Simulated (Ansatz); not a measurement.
**CH5BOSi: rotation by 180° about the B1–C2 bond**

How high is the barrier for the rotation by 180° about the B1–C2 bond? Relax the two ends, then run a nudged elastic band between them. SMILES of the start: BC=[SiH]O.

Method: RKS PBE-D4/6-31G, in Ansatz 0.2.0.

## (1) Starting point

Bond lengths: B1–C2 1.506 Å, C2–Si3 1.779 Å, Si3–O4 1.619 Å, B1–H5 1.175 Å, B1–H6 1.181 Å, C2–H7 1.085 Å, Si3–H8 1.449 Å, O4–H9 0.954 Å. Angles: B1–C2–Si3 124.9°, B1–C2–H7 119.1°, Si3–C2–H7 116.0°, C2–B1–H5 120.3°, C2–B1–H6 121.3°, H5–B1–H6 118.4°, C2–Si3–O4 123.0°, C2–Si3–H8 138.3°, O4–Si3–H8 98.7°, Si3–O4–H9 121.3°.

Structure file:

```xyz
9

B    -0.1691    1.2407   -0.9916
C     0.4087   -0.1431   -0.8489
Si    0.2860   -1.1529    0.6112
O    -0.4819   -0.6729    1.9529
H    -0.0389    1.8371   -1.9953
H    -0.7607    1.7524   -0.1072
H     0.9455   -0.5796   -1.6847
H     0.7114   -2.4636    1.0596
H    -0.9011    0.1820    2.0040
```

## (2) End point A

input.yaml

```yaml
crystal:
  periodic: [false, false, false]
  atoms:
    - { symbol: B, position_ang: [-0.16913, 1.24073, -0.99163] }
    - { symbol: C, position_ang: [0.40867, -0.14313, -0.84889] }
    - { symbol: Si, position_ang: [0.28604, -1.15292, 0.6112] }
    - { symbol: O, position_ang: [-0.48187, -0.67294, 1.95286] }
    - { symbol: H, position_ang: [-0.03887, 1.83711, -1.99531] }
    - { symbol: H, position_ang: [-0.76072, 1.7524, -0.10717] }
    - { symbol: H, position_ang: [0.94551, -0.57965, -1.68466] }
    - { symbol: H, position_ang: [0.71144, -2.46357, 1.05962] }
    - { symbol: H, position_ang: [-0.90106, 0.18197, 2.00398] }
basis:
  gaussian: { orbitals: "6-31G" }
hamiltonian:
  xc: pbe
  dispersion: d4
relax:
  f_tol: 0.015
  max_steps: 40
```

Launch:

```
$ ansatz run input.yaml --threads 1 --pin off --max-ram 2048MiB --backend cpu --events-out ev --progress --plain --runs-dir out
```

What it wrote, cut to the lines that bear on the results:

```text
Warning: RAYON_NUM_THREADS=1 ignored (pool sized by the plan → 1); use --threads N
[...]
Functional definition: PBE
[...]
679 factors; integrals over basis functions are off by at most 2.1e-4 eV
[...]
mean field -11707.03254001 eV, -430.2255105337 hartree, gradient 4.5e-5 eV, S^2 0.000000; 0 other end points of the search recorded, 0 dependent functions left out
[...]
reference -11707.03257349 eV, -430.2255117639 hartree; 19, 19 occupied and 31, 31 virtual orbitals, 679 factors
relax step   1: F+E_penalty+E_count = -11707.20427001 eV  Δ(F+E_penalty+E_count) = +0.000e0 eV  max|allowed force component| = 2.952e0 eV/Å  Δτ_max = 0.0000 Å  (25 SCF iters, accepted)
[...]
relax step   6: F+E_penalty+E_count = -11707.52711927 eV  Δ(F+E_penalty+E_count) = -5.215e-4 eV  max|allowed force component| = 7.399e-2 eV/Å  Δτ_max = 0.0216 Å  (28 SCF iters, accepted)
[...]
relax step   7: F+E_penalty+E_count = -11707.52785237 eV  Δ(F+E_penalty+E_count) = -7.331e-4 eV  max|allowed force component| = 8.374e-3 eV/Å  Δτ_max = 0.0091 Å  (23 SCF iters, accepted)
679 factors; integrals over basis functions are off by at most 2.3e-4 eV
[...]
mean field -11707.35419080 eV, -430.2373309823 hartree, gradient 1.3e-5 eV, S^2 0.000000; 1 other end points of the search recorded, 0 dependent functions left out
[...]
reference -11707.35422384 eV, -430.2373321965 hartree; 19, 19 occupied and 31, 31 virtual orbitals, 679 factors
Total energy: -11707.52788541 eV, -430.2437141414 hartree
Atom 0 at    -0.164146     1.175021    -0.931865 Å, force    -0.001900     0.000149     0.000944 eV/Å
Atom 1 at     0.457587    -0.200408    -0.903325 Å, force     0.000042    -0.001105     0.002797 eV/Å
Atom 2 at     0.289158    -1.139275     0.584329 Å, force    -0.002274     0.008215    -0.005637 eV/Å
Atom 3 at    -0.546512    -0.543800     1.966983 Å, force    -0.002416     0.007534    -0.001367 eV/Å
Atom 4 at    -0.097561     1.885759    -1.904470 Å, force     0.000416     0.000283    -0.001051 eV/Å
Atom 5 at    -0.759028     1.614390     0.037577 Å, force     0.001070    -0.002326     0.000557 eV/Å
Atom 6 at     1.002487    -0.643756    -1.745109 Å, force     0.000463    -0.000912     0.001782 eV/Å
Atom 7 at     0.758128    -2.507307     0.989026 Å, force     0.000603    -0.003464     0.001447 eV/Å
Atom 8 at    -0.940102     0.359376     1.906853 Å, force     0.003995    -0.008374     0.000529 eV/Å
Dipole moment:     0.096387    -0.285858     0.087076 e Å
```

Run time: 19 s. Hardware: 1 thread of Arm Neoverse V1, shared host; peak memory 0.15 GiB.

The steps of the relaxation:

```tsv
step	energy from step 1 (eV)	largest force component (eV/Å)
1	0.0000	2.9519
2	-0.2609	1.3000
3	-0.3142	0.3847
4	-0.3203	0.2117
5	-0.3223	0.1173
6	-0.3228	0.0740
7	-0.3236	0.0084
```

Step 1 is the start.

After: Bond lengths: B1–C2 1.510 Å, C2–Si3 1.767 Å, Si3–O4 1.722 Å, B1–H5 1.206 Å, B1–H6 1.219 Å, C2–H7 1.096 Å, Si3–H8 1.502 Å, O4–H9 0.987 Å. Angles: B1–C2–Si3 117.4°, B1–C2–H7 124.0°, Si3–C2–H7 118.6°, C2–B1–H5 122.0°, C2–B1–H6 120.9°, H5–B1–H6 117.1°, C2–Si3–O4 122.6°, C2–Si3–H8 132.9°, O4–Si3–H8 104.5°, Si3–O4–H9 117.5°.

## (3) Relaxing end B

The second end starts from a geometry with the move made by hand.

input.yaml

```yaml
crystal:
  periodic: [false, false, false]
  atoms:
    - { symbol: B, position_ang: [-0.16913, 1.24073, -0.99163] }
    - { symbol: C, position_ang: [0.40867, -0.14313, -0.84889] }
    - { symbol: Si, position_ang: [1.31295, -1.00544, -2.11588] }
    - { symbol: O, position_ang: [1.6142, -0.36773, -3.57283] }
    - { symbol: H, position_ang: [-0.03887, 1.83711, -1.99531] }
    - { symbol: H, position_ang: [-0.76072, 1.7524, -0.10717] }
    - { symbol: H, position_ang: [0.27666, -0.67619, 0.08689] }
    - { symbol: H, position_ang: [1.96894, -2.28477, -2.29715] }
    - { symbol: H, position_ang: [1.3113, 0.50679, -3.80233] }
basis:
  gaussian: { orbitals: "6-31G" }
hamiltonian:
  xc: pbe
  dispersion: d4
relax:
  f_tol: 0.015
  max_steps: 40
output:
  orbitals: {}
```

Launch:

```
$ ansatz run input.yaml --threads 1 --pin off --max-ram 2048MiB --backend cpu --events-out ev --progress --plain --runs-dir out
```

What it wrote, cut to the lines that bear on the results:

```text
Warning: RAYON_NUM_THREADS=1 ignored (pool sized by the plan → 1); use --threads N
[...]
[... 1 set-up line as earlier in the session ...]
[...]
679 factors; integrals over basis functions are off by at most 2.1e-4 eV
[...]
mean field -11707.03001557 eV, -430.2254177622 hartree, gradient 4.5e-5 eV, S^2 0.000000; 0 other end points of the search recorded, 0 dependent functions left out
[...]
reference -11707.03004901 eV, -430.2254189913 hartree; 19, 19 occupied and 31, 31 virtual orbitals, 679 factors
relax step   1: F+E_penalty+E_count = -11707.20180121 eV  Δ(F+E_penalty+E_count) = +0.000e0 eV  max|allowed force component| = 2.970e0 eV/Å  Δτ_max = 0.0000 Å  (25 SCF iters, accepted)
[...]
relax step   5: F+E_penalty+E_count = -11707.52751753 eV  Δ(F+E_penalty+E_count) = -1.499e-3 eV  max|allowed force component| = 5.291e-2 eV/Å  Δτ_max = 0.0305 Å  (28 SCF iters, accepted)
[...]
Total energy: -11707.52788295 eV, -430.2437140510 hartree
Atom 0 at    -0.121696     1.183120    -1.041555 Å, force     0.002269    -0.000420     0.002788 eV/Å
Atom 1 at     0.410207    -0.205846    -0.782733 Å, force    -0.001383    -0.000904    -0.008375 eV/Å
Atom 2 at     1.298815    -0.994078    -2.091080 Å, force    -0.000406     0.002852     0.007636 eV/Å
Atom 3 at     1.571895    -0.238538    -3.613829 Å, force    -0.001719    -0.001601    -0.001856 eV/Å
Atom 4 at     0.059720     1.734078    -2.113935 Å, force     0.000958    -0.001157    -0.001749 eV/Å
Atom 5 at    -0.739973     1.795665    -0.206133 Å, force    -0.001922     0.001596     0.000906 eV/Å
Atom 6 at     0.275552    -0.747715     0.160711 Å, force     0.000297    -0.000950     0.002865 eV/Å
Atom 7 at     1.961310    -2.336541    -2.212486 Å, force     0.000903     0.000361    -0.002813 eV/Å
Atom 8 at     1.208170     0.669625    -3.743260 Å, force     0.001003     0.000223     0.000598 eV/Å
Dipole moment:     0.138664    -0.279938    -0.029252 e Å
```

It took 16 s on 1 thread of Arm Neoverse V1, shared host; peak memory 0.15 GiB.

Relaxation path:

```tsv
step	energy from step 1 (eV)	largest force component (eV/Å)
1	0.0000	2.9697
2	-0.2644	1.3335
3	-0.3167	0.3784
4	-0.3242	0.1580
5	-0.3257	0.0529
6	-0.3260	0.0084
```

Step 1 is the start.

After: Bond lengths: B1–C2 1.510 Å, C2–Si3 1.767 Å, Si3–O4 1.722 Å, B1–H5 1.219 Å, B1–H6 1.206 Å, C2–H7 1.096 Å, Si3–H8 1.502 Å, O4–H9 0.987 Å. Angles: B1–C2–Si3 117.4°, B1–C2–H7 124.0°, Si3–C2–H7 118.6°, C2–B1–H5 120.9°, C2–B1–H6 121.9°, H5–B1–H6 117.1°, C2–Si3–O4 122.6°, C2–Si3–H8 132.9°, O4–Si3–H8 104.5°, Si3–O4–H9 117.5°.

## (4) Nudged elastic band

crystal.atoms is end A as relaxed above, and neb.final_atoms is end B, turned to lie on A. With 7 inner images the band has 9 in all.

input.yaml

```yaml
crystal:
  periodic: [false, false, false]
  atoms:
    - { symbol: B, position_ang: [-0.164146, 1.175021, -0.931865] }
    - { symbol: C, position_ang: [0.457587, -0.200408, -0.903325] }
    - { symbol: Si, position_ang: [0.289158, -1.139275, 0.584329] }
    - { symbol: O, position_ang: [-0.546512, -0.5438, 1.966983] }
    - { symbol: H, position_ang: [-0.097561, 1.885759, -1.90447] }
    - { symbol: H, position_ang: [-0.759028, 1.61439, 0.037577] }
    - { symbol: H, position_ang: [1.002487, -0.643756, -1.745109] }
    - { symbol: H, position_ang: [0.758128, -2.507307, 0.989026] }
    - { symbol: H, position_ang: [-0.940102, 0.359376, 1.906853] }
basis:
  gaussian: { orbitals: "6-31G" }
hamiltonian:
  xc: pbe
  dispersion: d4
neb:
  order_check: false
  images: 7
  f_tol: 0.05
  max_iterations: 60
  initial_path: idpp
  final_atoms:
    - { symbol: B, position_ang: [-0.16427813, 1.175065, -0.93206805] }
    - { symbol: C, position_ang: [0.45727523, -0.20042926, -0.90337766] }
    - { symbol: Si, position_ang: [0.28923638, -1.13871457, 0.58460398] }
    - { symbol: O, position_ang: [-0.54708277, -0.54392309, 1.96698283] }
    - { symbol: H, position_ang: [-0.7588464, 1.6146006, 0.03734537] }
    - { symbol: H, position_ang: [-0.09798797, 1.88515762, -1.9050952] }
    - { symbol: H, position_ang: [1.00299204, -0.64400413, -1.74437413] }
    - { symbol: H, position_ang: [0.75801229, -2.5074249, 0.98799848] }
    - { symbol: H, position_ang: [-0.93930968, 0.35967273, 1.90798338] }
```

Launch:

```
$ ansatz run input.yaml --threads 1 --pin off --max-ram 2048MiB --backend cpu --events-out ev --progress --plain --runs-dir out
```

What it wrote, cut to the lines that bear on the results:

```text
Warning: RAYON_NUM_THREADS=1 ignored (pool sized by the plan → 1); use --threads N
[...]
[... 1 set-up line as earlier in the session ...]
[...]
678 factors; integrals over basis functions are off by at most 2.3e-4 eV
[...]
mean field -11707.35417917 eV, -430.2373305549 hartree, gradient 8.0e-6 eV, S^2 0.000000; 0 other end points of the search recorded, 0 dependent functions left out
[...]
reference -11707.35421235 eV, -430.2373317742 hartree; 19, 19 occupied and 31, 31 virtual orbitals, 678 factors
678 factors; integrals over basis functions are off by at most 2.3e-4 eV
[...]
mean field -11707.35417744 eV, -430.2373304912 hartree, gradient 8.0e-6 eV, S^2 0.000000; 0 other end points of the search recorded, 0 dependent functions left out
[...]
reference -11707.35421062 eV, -430.2373317105 hartree; 19, 19 occupied and 31, 31 virtual orbitals, 678 factors
[...]
Total energy: -11706.69476275 eV, -430.2130974482 hartree
Atom 0 at    -0.839120     0.961512    -1.117893 Å, force     0.024196    -0.026539    -0.003855 eV/Å
Atom 1 at    -0.170517    -0.373112    -0.754298 Å, force     0.002989     0.022926    -0.006309 eV/Å
Atom 2 at     0.655006    -0.936880     0.671740 Å, force    -0.008865    -0.002306     0.018868 eV/Å
Atom 3 at     0.898862    -0.087503     2.164639 Å, force     0.017099    -0.017702    -0.015090 eV/Å
Atom 4 at    -0.219782     1.860206    -1.647781 Å, force    -0.006430     0.006968     0.007251 eV/Å
Atom 5 at    -2.017881     1.162329    -0.917203 Å, force    -0.011393     0.000552     0.002971 eV/Å
Atom 6 at    -0.180076    -1.142845    -1.548074 Å, force    -0.001294     0.001589    -0.000314 eV/Å
Atom 7 at     1.263845    -2.286403     0.870849 Å, force    -0.005076     0.000790     0.002110 eV/Å
Atom 8 at     0.609672     0.842696     2.278019 Å, force    -0.011226     0.013722    -0.005633 eV/Å
Dipole moment:    -0.034652     0.045025    -0.095635 e Å
this run last wrote the band of iteration 7 to <dir>
```

Run time: 1.8 min. Hardware: 1 thread of Arm Neoverse V1, shared host; peak memory 0.1 GiB.

## (5) The band, image by image

The 7 inner images lie between the fixed ends 0 and 8. Energy is taken from image 0, and the path length is the program's own coordinate along the band.

```tsv
image	path (Å)	energy (eV)	dihedral H5–B1–C2–Si3 (°)	band force (eV/Å)
0	0.000	0.0000	180	-
1	0.622	0.0688	164	0.042
2	1.245	0.2526	143	0.035
3	1.868	0.5585	118	0.024
4*	2.490	0.8331	90	0.027
5	3.111	0.5602	62	0.026
6	3.731	0.2538	37	0.032
7	4.352	0.0691	15	0.032
8	4.972	0.0000	0	-
```

The star marks the climbing image.

image, energy (eV) and a bar:
```
        0      0.000 
        1      0.069 ##
        2      0.253 #########
        3      0.559 ####################
        4      0.833 ##############################
        5      0.560 ####################
        6      0.254 #########
        7      0.069 ##
        8      0.000
```

How the highest energy settled:

```tsv
iteration	highest image above image 0 (eV)	largest band force (eV/Å)
1	0.9778	1.030
2	0.8958	0.594
3	0.8586	0.420
4	0.8430	0.329
5	0.8360	0.329
6	0.8354	0.167
7	0.8331	0.042
```

Positions of all images (Å):

```xyz
9
image=0 dE=0.0000
B    -0.164    1.175   -0.932
C     0.458   -0.200   -0.903
Si    0.289   -1.139    0.584
O    -0.547   -0.544    1.967
H    -0.098    1.886   -1.904
H    -0.759    1.614    0.038
H     1.002   -0.644   -1.745
H     0.758   -2.507    0.989
H    -0.940    0.359    1.907
9
image=1 dE=0.0688
B    -0.326    1.157   -1.061
C     0.262   -0.228   -0.907
Si    0.295   -1.108    0.623
O    -0.211   -0.509    2.158
H    -0.071    1.820   -2.038
H    -1.056    1.647   -0.224
H     0.783   -0.734   -1.732
H     0.907   -2.442    0.940
H    -0.583    0.397    2.240
9
image=2 dE=0.2526
B    -0.516    1.096   -1.134
C     0.071   -0.272   -0.875
Si    0.317   -1.082    0.673
O     0.167   -0.399    2.252
H    -0.060    1.781   -2.020
H    -1.432    1.558   -0.493
H     0.554   -0.830   -1.695
H     1.050   -2.371    0.907
H    -0.152    0.520    2.385
9
image=3 dE=0.5585
B    -0.695    1.021   -1.149
C    -0.080   -0.327   -0.813
Si    0.415   -1.036    0.716
O     0.557   -0.240    2.246
H    -0.104    1.799   -1.864
H    -1.777    1.375   -0.743
H     0.249   -0.964   -1.653
H     1.179   -2.314    0.883
H     0.256    0.685    2.376
9
image=4 dE=0.8331
B    -0.839    0.962   -1.118
C    -0.171   -0.373   -0.754
Si    0.655   -0.937    0.672
O     0.899   -0.088    2.165
H    -0.220    1.860   -1.648
H    -2.018    1.162   -0.917
H    -0.180   -1.143   -1.548
H     1.264   -2.286    0.871
H     0.610    0.843    2.278
9
image=5 dE=0.5602
B    -0.969    0.901   -1.046
C    -0.273   -0.412   -0.729
Si    0.855   -0.856    0.545
O     1.230    0.050    1.972
H    -0.370    1.909   -1.338
H    -2.177    0.975   -1.029
H    -0.571   -1.306   -1.304
H     1.340   -2.242    0.843
H     0.935    0.979    2.086
9
image=6 dE=0.2538
B    -1.101    0.841   -0.913
C    -0.421   -0.486   -0.660
Si    0.907   -0.836    0.450
O     1.545    0.192    1.681
H    -0.508    1.896   -0.919
H    -2.291    0.874   -1.122
H    -0.838   -1.412   -1.087
H     1.469   -2.188    0.786
H     1.237    1.120    1.784
9
image=7 dE=0.0691
B    -1.196    0.780   -0.725
C    -0.561   -0.579   -0.544
Si    0.912   -0.846    0.394
O     1.752    0.330    1.332
H    -0.602    1.809   -0.474
H    -2.331    0.875   -1.129
H    -1.027   -1.498   -0.927
H     1.623   -2.131    0.707
H     1.431    1.260    1.367
9
image=8 dE=0.0000
B    -0.165    1.174   -0.933
C     0.457   -0.201   -0.904
Si    0.290   -1.138    0.585
O    -0.546   -0.543    1.968
H    -0.759    1.614    0.037
H    -0.100    1.884   -1.906
H     1.002   -0.645   -1.745
H     0.759   -2.507    0.989
H    -0.938    0.361    1.908
```

## (6) Frequencies at the highest image

The geometry is the highest inner image of the first converged band.

input.yaml

```yaml
crystal:
  periodic: [false, false, false]
  atoms:
    - { symbol: B, position_ang: [-0.83912, 0.961512, -1.117893] }
    - { symbol: C, position_ang: [-0.170517, -0.373112, -0.754298] }
    - { symbol: Si, position_ang: [0.655006, -0.93688, 0.67174] }
    - { symbol: O, position_ang: [0.898862, -0.087503, 2.164639] }
    - { symbol: H, position_ang: [-0.219782, 1.860206, -1.647781] }
    - { symbol: H, position_ang: [-2.017881, 1.162329, -0.917203] }
    - { symbol: H, position_ang: [-0.180076, -1.142845, -1.548074] }
    - { symbol: H, position_ang: [1.263845, -2.286403, 0.870849] }
    - { symbol: H, position_ang: [0.609672, 0.842696, 2.278019] }
basis:
  gaussian: { orbitals: "6-31G" }
hamiltonian:
  xc: pbe
  dispersion: d4
phonons: {}
```

Launch:

```
$ ansatz run input.yaml --threads 1 --pin off --max-ram 2048MiB --backend cpu --events-out ev --progress --plain --runs-dir out
```

What it wrote, cut to the lines that bear on the results:

```text
Warning: RAYON_NUM_THREADS=1 ignored (pool sized by the plan → 1); use --threads N
[...]
[... 1 set-up line as earlier in the session ...]
[...]
677 factors; integrals over basis functions are off by at most 2.3e-4 eV
[...]
mean field -11706.53024349 eV, -430.2070514771 hartree, gradient 5.6e-5 eV, S^2 0.000000; 0 other end points of the search recorded, 0 dependent functions left out
[...]
reference -11706.53027804 eV, -430.2070527466 hartree; 19, 19 occupied and 31, 31 virtual orbitals, 677 factors
[...]
677 factors; integrals over basis functions are off by at most 2.3e-4 eV
[...]
mean field -11706.53017573 eV, -430.2070489870 hartree, gradient 2.3e-6 eV, S^2 0.000000; 0 other end points of the search recorded, 0 dependent functions left out
[...]
reference -11706.53021028 eV, -430.2070502567 hartree; 19, 19 occupied and 31, 31 virtual orbitals, 677 factors
[...]
677 factors; integrals over basis functions are off by at most 2.3e-4 eV
[...]
WARN: phonons: modes at or below zero, which the zero-point energy, F, S and C_V leave out: 1, the lowest at -689.08 cm⁻¹. A minimum has none, and a first-order saddle one
[...]
Total energy: -11706.69476724 eV, -430.2130976133 hartree
Atom 0 at    -0.839120     0.961512    -1.117893 Å, force     0.024238    -0.026560    -0.003820 eV/Å
Atom 1 at    -0.170517    -0.373112    -0.754298 Å, force     0.003003     0.022963    -0.006298 eV/Å
Atom 2 at     0.655006    -0.936880     0.671740 Å, force    -0.008874    -0.002230     0.019060 eV/Å
Atom 3 at     0.898862    -0.087503     2.164639 Å, force     0.017100    -0.017812    -0.015284 eV/Å
Atom 4 at    -0.219782     1.860206    -1.647781 Å, force    -0.006429     0.006965     0.007238 eV/Å
Atom 5 at    -2.017881     1.162329    -0.917203 Å, force    -0.011422     0.000546     0.002969 eV/Å
Atom 6 at    -0.180076    -1.142845    -1.548074 Å, force    -0.001289     0.001604    -0.000303 eV/Å
Atom 7 at     1.263845    -2.286403     0.870849 Å, force    -0.005071     0.000787     0.002103 eV/Å
Atom 8 at     0.609672     0.842696     2.278019 Å, force    -0.011255     0.013736    -0.005666 eV/Å
Dipole moment:    -0.034652     0.045022    -0.095633 e Å
Vibrations: -689.08 137.07 155.45 188.86 346.46 396.01 506.57 652.75 724.80 813.33 849.19 888.90 968.59 1063.51 1183.46 1255.61 2227.70 2493.83 2559.34 3048.68 3648.59 cm⁻¹, zero-point energy 1.494549 eV
```

It took 78 s on 1 thread of Arm Neoverse V1, shared host; peak memory 0.098 GiB.

Of 21 modes, 1 is imaginary by more than 30 cm⁻¹ (689i cm⁻¹).

## (7) What came out

| quantity | value |
| --- | --- |
| end A | 6 moves, 0.324 eV lower |
| end B | 5 moves, 0.326 eV lower |
| barrier forwards | 0.83 eV |
| barrier backwards | 0.83 eV |
| second end relative to first | 0.000 eV |
| highest image | 4 of 0 to 8, climbing |
| band iterations | 7 |
| imaginary modes at the top | 689i cm⁻¹ |

What this shows: Along this path the system climbs 0.83 eV from the first end (32 kT at 300 K); with a typical attempt rate of 10^13 per second that is roughly 10^-1 events a second. The two ends lie within 1 meV of each other. The listed dihedral goes from 180° at end A through 90° at the highest image to 0° at end B. One imaginary mode, as a first-order saddle point has. Zero-point energy and entropy are left out. In so small a basis the energies are only a sketch.
